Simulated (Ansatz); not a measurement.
This script makes a comparison of norm-conserving and PAW potentials of Rb3Na, space group Fm-3m with Ansatz 0.2.0, Python API.

`nc_paw_rb3na.py`
```python
import ansatz as az
import numpy as np


def count_gap(report):
    # lowest empty less highest filled band, counting bands; zero where they overlap
    return max(report.get('gap_by_band_count_ev') or 0.0, 0.0)


def main() -> None:
    crystal = (
        az.Lattice.of((0.0, 5.33581847, 5.33581847), (5.33581847, 0.0, 5.33581847), (5.33581847, 5.33581847, 0.0))
        .atom('Rb', (0.25, 0.25, 0.25))
        .atom('Rb', (0.75, 0.75, 0.75))
        .atom('Rb', (0.5, 0.5, 0.5))
        .atom('Na', (0.0, 0.0, 0.0))
    )

    setup = (
        crystal.calculation()
        .occupations('methfessel_paxton', width=50 * az.meV)
        .mixing('anderson', beta=0.2)
        .functional(az.Functional.PBESOL, dispersion='D4')
        .scf(tolerance=1e-07, extra_bands=6)
        .kpoints(4, 4, 4)
        .stress()
        .forces()
        .band_table()
    )
    variants = {
        'PAW': setup.pseudopotentials('paw'),
        'norm-conserving': setup.pseudopotentials('nc'),
    }
    rows = []
    for label, variant in variants.items():
        data = variant.run(threads=1).report
        levels = np.array(data['eigenvalues_ev'][0]) - data['fermi_energy_ev']
        print(label, 'levels at the first k-point near E_F:', np.round(levels[np.abs(levels) < 5], 3))
        rows.append((label, data['n_electrons'], np.trace(data['stress_gpa']) / 3, count_gap(data)))
    print('     treatment  electrons in bands           P GPa  gap by band count eV')
    for row in rows:
        print(f'{str(row[0]):>14s}  {row[1]:18.1f}  {row[2]:14.3f}  {row[3]:20.3f}')


if __name__ == '__main__':
    main()
```

How well do the two treatments of the cores agree on the pressure?

PAW gives -0.291 GPa and norm-conserving -0.291 GPa, 0.000 GPa apart. They took 3.1 and 17.3 s of processor time.

The output:

```console
$ python nc_paw_rb3na.py
DeckWarning: basis.ecutwfc = 420 eV, auto-derived from the records' recommended cutoffs: set by Rb (normal level)
DeckWarning: output.stress: scf.convergence.dr2_threshold = 1e-7 eV (the SCF's general default) is looser than the 4e-10 eV advised for a printed stress (1e-10 eV for each atom of the cell: 4). What [...]
RunWarning: dispersion: an atom stands within reach of a switch of its C6 between two reference coordination numbers of its element: through that C6 alone, e_disp changes by 0.025 eV or more while [...]
PAW levels at the first k-point near E_F: [-2.236  1.121  1.121  1.121  1.5    1.5    1.737  1.737]
DeckWarning: basis.ecutwfc = 1197.300995 eV, auto-derived from the records' recommended cutoffs: set by Na (normal level)
norm-conserving levels at the first k-point near E_F: [-2.236  1.122  1.122  1.122  1.502  1.502  1.738  1.738]
     treatment  electrons in bands           P GPa  gap by band count eV
           PAW                36.0          -0.291                 0.000
norm-conserving                36.0          -0.291                 0.000
```
(Warnings from the package without file and line, shortened.)

Notes:
- These settings explore the input space; cutoff and mesh may be short of convergence.
- The computed bands are complete only to about 1.6 eV above the Fermi level.
- Dispersion corrections can be off by several per cent in the lattices of metals, and by several GPa in the pressure at a fixed cell.
- The mesh is modest for a metal, so energies can be off by several to tens of meV an atom and pressures by half a GPa or more; differences at equal mesh fare better.
- A gap by band count of zero or less means overlapping bands, a metal.
- The structure comes from a database of computed cells and needn't be a stable or known phase.
- Gaps and levels are Kohn-Sham values on a finite set of k-points, without spin-orbit coupling.
- Stress is positive in compression.
- Hardware and time: 21 s on 1 thread of Intel(R) Xeon(R) Platinum 8488C (Sapphire Rapids) (shared host), peak memory 1.1 GiB.

(Lines on the test bed's own set-up are left out of the output.)
